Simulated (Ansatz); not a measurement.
# C2H7AlBNO: one species, many methods

How much do the methods differ for C2H7AlBNO? The plan is to run it at one geometry with functionals of several rungs and with coupled cluster. The yardstick is the atomisation energy at the CCSD(T) limit.

The runs use Ansatz 0.2.0, Gaussian basis; functionals in def2-TZVPP, the program's frozen cores in correlated methods.

The runs, in order: LDA (SPW92), PBE-D4, revPBE-D4, BLYP-D4, r2SCAN-D4, B97M-V, PBE0-D4, B3LYP-D4, r2SCANh-D4, r2SCAN0-D4, HSE06-D4, BHLYP-D4, CAM-B3LYP-D4, LC-ωPBE, ωB97X-V, ωB97M-V, B2PLYP, PBE-QIDH; CCSD(T)/def2-SVP; CCSD(T)/def2-TZVPP; MP2/def2-QZVPP; extrapolation to the limit; RPA on PBE.

### Step 1. The geometry

All runs share one geometry, relaxed beforehand with PBE0-D4 in a triple-zeta def2 set.

13 atoms, charge 0, spin multiplicity 1.

Atoms are counted from 1 here; the program's logs count them from 0.

Bond lengths: B1–C2 1.616 Å, B1–C3 1.696 Å, B1–Al6 2.104 Å, B1–H7 1.266 Å, B1–H8 1.194 Å, C2–C3 1.466 Å, C2–H9 1.083 Å, C2–H10 1.084 Å, C3–N4 1.433 Å, C3–O5 1.422 Å, C3–Al6 2.051 Å, N4–H11 1.012 Å, N4–H12 1.015 Å, O5–Al6 1.719 Å, Al6–H7 1.865 Å, Al6–H13 1.564 Å. Angles: C2–B1–C3 52.5°, C2–B1–Al6 107.3°, C2–B1–H7 110.4°, C2–B1–H8 125.2°, C3–B1–Al6 64.3°, C3–B1–H7 110.7°, C3–B1–H8 127.1°, Al6–B1–H7 61.4°, Al6–B1–H8 119.7°, H7–B1–H8 115.8°, B1–C2–C3 66.6°, B1–C2–H9 118.4°, B1–C2–H10 115.2°, C3–C2–H9 116.7°, C3–C2–H10 116.7°, H9–C2–H10 114.9°, B1–C3–C2 61.0°, B1–C3–N4 119.0° and more.

### Step 2. LDA

This LDA is Slater exchange with PW92 correlation.

in.yaml reads:

```yaml
crystal:
  periodic: [false, false, false]
  atoms:
    - {symbol: B, position_ang: [-1.016000, 0.054852, 0.508921]}
    - {symbol: C, position_ang: [-0.823291, 0.337098, -1.070738]}
    - {symbol: C, position_ang: [0.427003, 0.006693, -0.381150]}
    - {symbol: N, position_ang: [1.119410, -1.240785, -0.516069]}
    - {symbol: O, position_ang: [1.306352, 1.085371, -0.089568]}
    - {symbol: Al, position_ang: [0.686538, 0.807699, 1.489523]}
    - {symbol: H, position_ang: [-1.114525, 1.146041, 1.143039]}
    - {symbol: H, position_ang: [-1.606260, -0.872476, 0.976166]}
    - {symbol: H, position_ang: [-0.926536, 1.354192, -1.429523]}
    - {symbol: H, position_ang: [-1.231825, -0.422439, -1.728011]}
    - {symbol: H, position_ang: [0.479281, -2.018555, -0.422058]}
    - {symbol: H, position_ang: [1.559882, -1.298981, -1.429145]}
    - {symbol: H, position_ang: [1.160370, 1.026488, 2.963611]}
basis:
  gaussian: {orbitals: def2-TZVPP}
hamiltonian: {xc: lda}
output: {orbitals: {seedname: orbitals}}
```

Run with:

```bash
$ ansatz run in.yaml --threads 4 --pin off --events-out ev --progress --plain --max-ram 10444MiB
```

The runs that follow: PBE-D4 (GGA); revPBE-D4 (GGA); BLYP-D4 (GGA); r2SCAN-D4 (meta-GGA); B97M-V (meta-GGA); B3LYP-D4 (hybrid); r2SCANh-D4 (hybrid); r2SCAN0-D4 (hybrid); HSE06-D4 (hybrid); BHLYP-D4 (hybrid); CAM-B3LYP-D4 (range-separated); LC-ωPBE (range-separated); ωB97X-V (range-separated); ωB97M-V (range-separated); B2PLYP (double hybrid); PBE-QIDH (double hybrid); CCSD(T) in def2-SVP; CCSD(T) in def2-TZVPP; MP2 in def2-QZVPP; RPA on PBE orbitals.

Q: Predict the results of all the runs planned. Wanted: atomisation energy, CCSD(T)/CBS; farthest beyond LDA; mean size of error, GGA; mean size of error, meta-GGA; mean size of error, hybrid; mean size of error, range-separated; mean size of error, double hybrid; gap, smallest and largest; T1 diagnostic.

**Answer**, as computed:

| quantity | value |
| --- | --- |
| atomisation energy, CCSD(T)/CBS | 4822.7 kJ/mol |
| functionals within 24.1 kJ/mol (0.5 %) | revPBE-D4, BLYP-D4, B3LYP-D4, r2SCANh-D4, PBE-QIDH |
| farthest beyond LDA | BHLYP-D4 (-157.3 kJ/mol) |
| mean size of error, GGA | 54.3 kJ/mol |
| mean size of error, meta-GGA | 48.4 kJ/mol |
| mean size of error, hybrid | 50.7 kJ/mol |
| mean size of error, range-separated | 34.6 kJ/mol |
| mean size of error, double hybrid | 26.7 kJ/mol |
| gap, smallest and largest | 3.83 eV (LDA (SPW92)), 10.63 eV (LC-ωPBE) |
| T1 diagnostic | 0.0128 |
| triples share of the correlation energy | 4.2 % |

In words: LDA overbinds by 792.1 kJ/mol (16 %). PBE-D4 misses by +146.5 kJ/mol. Double hybrids carry the basis error of their MP2 part in triple zeta, and no dispersion term here, so their miss is partly the set-up's. By mean error the best rung here is double hybrid (26.7 kJ/mol) and the worst beyond LDA is GGA (54.3 kJ/mol). The gap between the best rungs is small, so their order is not settled. Misses under about 24.1 kJ/mol are within the doubt on the reference itself, which lacks core-valence correlation, relativity and higher excitations. Hartree-Fock recovers 70 % of the binding; the rest is correlation. CCSD(T) in def2-SVP is off by -253.7 kJ/mol, so the small basis spoils what the method gains. Orbital gaps span 3.8 to 10.6 eV; exact exchange widens them.
